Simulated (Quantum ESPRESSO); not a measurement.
The system is MnO2.

```
CELL_PARAMETERS angstrom
4.39600 0.00000 0.00000
0.00000 4.39600 0.00000
0.00000 0.00000 2.87100
ATOMIC_POSITIONS crystal
Mn 0.00000 0.00000 0.00000
Mn 0.50000 0.50000 0.50000
O 0.30200 0.30200 0.00000
O 0.19800 0.80200 0.50000
O 0.69800 0.69800 0.00000
O 0.80200 0.19800 0.50000
```

Base run:

| Item | Value |
| --- | --- |
| Program | Quantum ESPRESSO 7.5 |
| Functional | LDA |
| Potentials or basis | PseudoDojo 0.4.1 SR LDA standard |
| Cutoff | 1306 eV |
| Density cutoff | 5225 eV |
| k mesh | 4 × 4 × 7 |
| Occupations | gaussian, width 0.05 eV |
| Spin | collinear spin, ferromagnetic start |
| Starting moments | [3.0, 3.0, 0.0, 0.0, 0.0, 0.0] μB |
| Hubbard terms | Mn d U = 4 eV |

Its results: band gap on the k mesh none (metal or under the smearing width); pressure -6.6 GPa; net moment 6.02 μB per cell; site moments Mn +2.64; O -0.04 μB; largest force 0.558 eV/Å.

**Question.** The run is repeated on the same cell with these changes: functional from LDA to RPBE. What comes out?

**Answer.** Band gap on the k mesh none (metal or under the smearing width); pressure 15.6 GPa; net moment 6.03 μB per cell; site moments Mn +2.74; O -0.08 μB; largest force 0.445 eV/Å.

RPBE binds less tightly than LDA, so the same cell stands under more pressure.

Caveats: only a ferromagnetic start was run, and an antiferromagnetic order may lie lower in energy; the potentials were made for another functional, which shifts forces and pressure (some runs).
